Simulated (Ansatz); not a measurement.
# Br− with TeH2: structure and interaction energy

An exercise on one series of results from a longer session: the logs are not shown, and one member is left open.

Computed with Ansatz 0.2.0, Gaussian basis. Level: PBE0-D4 structure, single points in def2-TZVPPD.

Levels: PBE-D4, revPBE-D4, BLYP-D4, r2SCAN-D4, B97M-V, PBE0-D4, B3LYP-D4, HSE06-D4, wB97X-V, wB97M-V, B2PLYP, Hartree-Fock, MP2, CCSD, CCSD(T). The reference is CCSD(T) extrapolated to the basis limit. For elements past Ar these valence bases correlate outer-core shells poorly and lack relativity, so that limit is rough.

Cores are frozen in the correlated methods. Filled d shells of the heavier atoms are correlated. Core potentials replace the inner electrons past krypton, and spin-orbit coupling is left out. B3LYP uses VWN-RPA correlation. B2PLYP carries no dispersion term here.

163 further runs of the same task are left out: 163 set aside as unsound or not needed.

## Starting geometry

The pair, from a GFN2-xTB docking trial: 4 atoms, charge -1, spin multiplicity 1.

Atoms are counted from 1 here; the program's logs count them from 0.

Bond lengths: Br1–Te2 2.907 Å, Te2–H3 1.657 Å, Te2–H4 1.800 Å. Angles: Br1–Te2–H3 82.7°, Br1–Te2–H4 167.2°, H3–Te2–H4 84.6°.

Geometry (Å):

```csv
atom,x (Å),y (Å),z (Å)
Br1,0.2253,1.5759,-2.0765
Te2,-0.0338,0.3111,0.5280
H3,-0.0053,-1.0757,-0.3788
H4,-0.1862,-0.8112,1.9272
```

Atoms 1 to 1 are fragment A (Br−), the rest fragment B (TeH2).

Set-up of the first run:

Contents of pre/in.yaml:

```yaml
crystal:
  periodic: [false, false, false]
  atoms:
    - {symbol: Br, position_ang: [0.225300, 1.575900, -2.076500]}
    - {symbol: Te, position_ang: [-0.033800, 0.311100, 0.528000]}
    - {symbol: H, position_ang: [-0.005300, -1.075700, -0.378800]}
    - {symbol: H, position_ang: [-0.186200, -0.811200, 1.927200]}
basis:
  gaussian: {orbitals: def2-SVPD}
total_charge: -1
hamiltonian: {xc: pbe, dispersion: d4}
relax: {f_tol: 0.03, max_steps: 250}
```

Launch:

```console
$ ansatz run in.yaml --threads 2 --pin off --events-out ev --progress --plain --max-ram 5222MiB
```

Steps of the session up to this table: A first relaxation in a small basis; Relaxation at PBE0-D4; wB97X-V/def2-TZVPPD; wB97M-V/def2-TZVPPD; B2PLYP/def2-TZVPPD; B97M-V/def2-TZVPPD; CCSD(T)/def2-TZVPPD; MP2/def2-QZVPPD; SPW92/def2-SVP; wB97M-V/def2-SVP; CCSD(T)/def2-SVP; Vibrations of the pair.

One of the session's tables, all rows but one given; the rest of the session is left out.

| method | interaction (kcal/mol) |
| --- | --- |
| PBE-D4 | -13.92 |
| revPBE-D4 | -13.07 |
| BLYP-D4 | -12.32 |
| r2SCAN-D4 | -12.60 |
| B97M-V | ? |
| PBE0-D4 | -12.87 |
| B3LYP-D4 | -11.89 |
| HSE06-D4 | -12.99 |
| wB97X-V | -10.99 |
| wB97M-V | -11.19 |
| B2PLYP | -9.80 |
| Hartree-Fock | -5.26 |
| MP2 | -10.46 |
| CCSD | -8.61 |
| CCSD(T) | -9.37 |
| CCSD(T)/CBS | -11.74 |

Q: Estimate the row for B97M-V from the others.

As computed: interaction (kcal/mol): -12.82. In the column «interaction (kcal/mol)» it lies between PBE0-D4 (-12.87) and r2SCAN-D4 (-12.60).
